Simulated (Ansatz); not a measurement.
# N: the cost of one run

Computed with Ansatz 0.2.0 (DFT r2SCAN, scalar-relativistic, plane waves, PAW, unless a step's input says otherwise).

## Step 1: The structure to begin with

The structure is cubic, space group P2_13 (No. 198). The conventional cell has a = 5.560 Å, b = 5.560 Å, c = 5.560 Å, α = 90.00°, β = 90.00°, γ = 90.00°. N (site symmetry 3) has 12 N at 3.93 Å in its first shell of neighbours.

Structure file:

```xyz
4
Lattice="5.5596 0.0000 0.0000 0.0000 5.5596 0.0000 0.0000 0.0000 5.5596" Properties=species:S:1:pos:R:3 pbc="T T T"
N     0.0021    0.0021    0.0021
N     2.7777    5.5575    2.7818
N     2.7818    2.7777    5.5575
N     5.5575    2.7818    2.7777
```

This cell was relaxed beforehand with the same method: volume 42.96 Å³/atom, gap on the mesh 4.54 eV, site moments up to 2.9 μB.

## Step 2: Back to the database's cell

input.yaml reads:

```yaml
crystal:
  lattice:
    - [5.649, 0.0, 0.0]
    - [0.0, 5.649, 0.0]
    - [0.0, 0.0, 5.649]
  atoms:
    - { symbol: "N", position: [0.03, 0.03, 0.03], spin: 3.23 }
    - { symbol: "N", position: [0.47, 0.97, 0.53], spin: 3.23 }
    - { symbol: "N", position: [0.53, 0.47, 0.97], spin: 3.23 }
    - { symbol: "N", position: [0.97, 0.53, 0.47], spin: 3.23 }
basis:
  ecutwfc: 500
kpoints:
  mp_grid: { grid: [4, 4, 4] }
hamiltonian:
  xc: r2scan
scf:
  occupations: { method: gaussian, width: 0.02 }
output:
  forces: true
  stress: true
  eigenvalues: true
  populations: true
magnetization:
  spin_polarized: true
```

The run is started by

```bash
ansatz run input.yaml --threads 1 --pin off --max-ram 2560MiB --backend cpu --events-out ev --progress --plain --runs-dir out
```

What time and memory should one allow on 1 thread of Arm Neoverse V2, shared host?

About 25 s, with a peak of 0.73 GiB.
